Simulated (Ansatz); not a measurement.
# Tl12O: the cost of one run

Method: DFT PBE, plane waves, PAW, scalar-relativistic, no spin polarisation, in Ansatz 0.2.0.

## (1) The starting structure

The cell holds 13 atoms (OTl12): a = 6.920 Å, b = 10.380 Å, c = 5.533 Å, α = 90.00°, β = 90.00°, γ = 120.00°.

Coordinates:

```
CELL_PARAMETERS angstrom
6.92000 0.00000 0.00000
-5.19000 8.98934 0.00000
0.00000 0.00000 5.53254
ATOMIC_POSITIONS crystal
Tl 0.00000 0.00000 0.00000
Tl 0.16667 0.22222 0.50000
Tl 0.00000 0.33333 0.00000
Tl 0.16667 0.55556 0.50000
Tl 0.00000 0.66667 0.00000
Tl 0.16667 0.88889 0.50000
Tl 0.50000 0.00000 0.00000
Tl 0.66667 0.22222 0.50000
Tl 0.50000 0.33333 0.00000
Tl 0.66667 0.55556 0.50000
Tl 0.50000 0.66667 0.00000
Tl 0.66667 0.88889 0.50000
O 0.83793 0.44294 0.26172
```

## (2) End point A

Contents of input.yaml:

```yaml
crystal:
  lattice:
    - [6.92, 0.0, 0.0]
    - [-5.19, 8.989344, 0.0]
    - [0.0, 0.0, 5.53254]
  atoms:
    - { symbol: Tl, position: [0.0, 0.0, 0.0] }
    - { symbol: Tl, position: [0.1666667, 0.2222222, 0.5] }
    - { symbol: Tl, position: [0.0, 0.3333333, 0.0] }
    - { symbol: Tl, position: [0.1666667, 0.5555556, 0.5] }
    - { symbol: Tl, position: [0.0, 0.6666667, 0.0] }
    - { symbol: Tl, position: [0.1666667, 0.8888889, 0.5] }
    - { symbol: Tl, position: [0.5, 0.0, 0.0] }
    - { symbol: Tl, position: [0.6666667, 0.2222222, 0.5] }
    - { symbol: Tl, position: [0.5, 0.3333333, 0.0] }
    - { symbol: Tl, position: [0.6666667, 0.5555556, 0.5] }
    - { symbol: Tl, position: [0.5, 0.6666667, 0.0] }
    - { symbol: Tl, position: [0.6666667, 0.8888889, 0.5] }
    - { symbol: O, position: [0.8379297, 0.4429392, 0.2617246] }
basis:
  ecutwfc: 420.0
kpoints:
  mp_grid: { grid: [3, 2, 3] }
hamiltonian:
  xc: pbe
scf:
  occupations: { method: gaussian, width: 0.1 }
  lower_state_search: "off"
relax:
  f_tol: 0.03
  max_steps: 60
  adjacent_minimum: "off"
```

The run is started by

```
> ansatz run input.yaml --threads 4 --pin off --max-ram 10240MiB --backend cpu --events-out ev --progress --plain --runs-dir out
```

**Question.** How long does this run take on 4 threads of Intel Xeon Platinum 8488C (Sapphire Rapids), shared host, and how much memory does it need?

About 23 s, with a peak of 1.1 GiB.
